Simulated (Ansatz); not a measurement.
# Cl2HSSi radical: how energies converge with the basis set

How large a basis does Cl2HSSi radical need? Two functionals are run in growing sets.

Program: Ansatz 0.2.0, Gaussian basis. Level of theory: one geometry, several basis sets. These are calculated values, not measurements.

The runs, in order: PBE0-D4/def2-SVP; ωB97M-V/def2-SVP; PBE0-D4/def2-QZVPP; ωB97M-V/def2-QZVPP; the functionals' def2-TZVPP values are taken from earlier runs.

## Step 1: The relaxed structure

The geometry comes from an earlier relaxation with PBE0-D4 in a triple-zeta def2 set; it is a stationary point.

SMILES `S[Si](Cl)Cl`, 5 atoms, charge 0, spin multiplicity 2.

Atoms are counted from 1 here; the program's logs count them from 0.

Bond lengths: S1–Si2 2.127 Å, S1–H5 1.345 Å, Si2–Cl3 2.048 Å, Si2–Cl4 2.057 Å. Angles: Si2–S1–H5 92.6°, S1–Si2–Cl3 105.5°, S1–Si2–Cl4 112.2°, Cl3–Si2–Cl4 109.7°.

Coordinates:

```xyz
5
charge 0, multiplicity 2
S     0.5299    1.1892   -0.8703
Si    0.1228   -0.2576    0.6349
Cl    1.6815   -1.5838    0.5550
Cl   -1.6483   -1.2484    0.2996
H    -0.6360    1.8269   -0.6605
```

## Step 2: PBE0-D4 in def2-SVP

File in.yaml:

```yaml
crystal:
  periodic: [false, false, false]
  atoms:
    - {symbol: S, position_ang: [0.529927, 1.189199, -0.870330]}
    - {symbol: Si, position_ang: [0.122764, -0.257641, 0.634865]}
    - {symbol: Cl, position_ang: [1.681486, -1.583783, 0.554952]}
    - {symbol: Cl, position_ang: [-1.648286, -1.248384, 0.299611]}
    - {symbol: H, position_ang: [-0.635992, 1.826909, -0.660497]}
basis:
  gaussian: {orbitals: def2-SVP}
magnetization: {spin_polarized: true, initial_magnetization: 1}
hamiltonian: {xc: pbe0, dispersion: d4}
output: {orbitals: {seedname: orbitals}}
```

Command:

```sh
$ ansatz run in.yaml --threads 4 --pin off --events-out ev --progress --plain --max-ram 10444MiB
```

After this run come: ωB97M-V in def2-SVP; PBE0-D4 in def2-QZVPP; ωB97M-V in def2-QZVPP.

**Question.** What will the summary of the whole plan be? Wanted: PBE0-D4: double and triple zeta above quadruple; ωB97M-V: double and triple zeta above quadruple.

As calculated:

```
                                       quantity           value
PBE0-D4: double and triple zeta above quadruple  16.69, 1.33 eV
ωB97M-V: double and triple zeta above quadruple  16.48, 1.27 eV
```

What this shows: For PBE0-D4 the step from double to triple zeta gains 15.36 eV and the next only 1.33 eV. These are total energies; as a rule much of such shifts cancels in differences, which this series doesn't test.
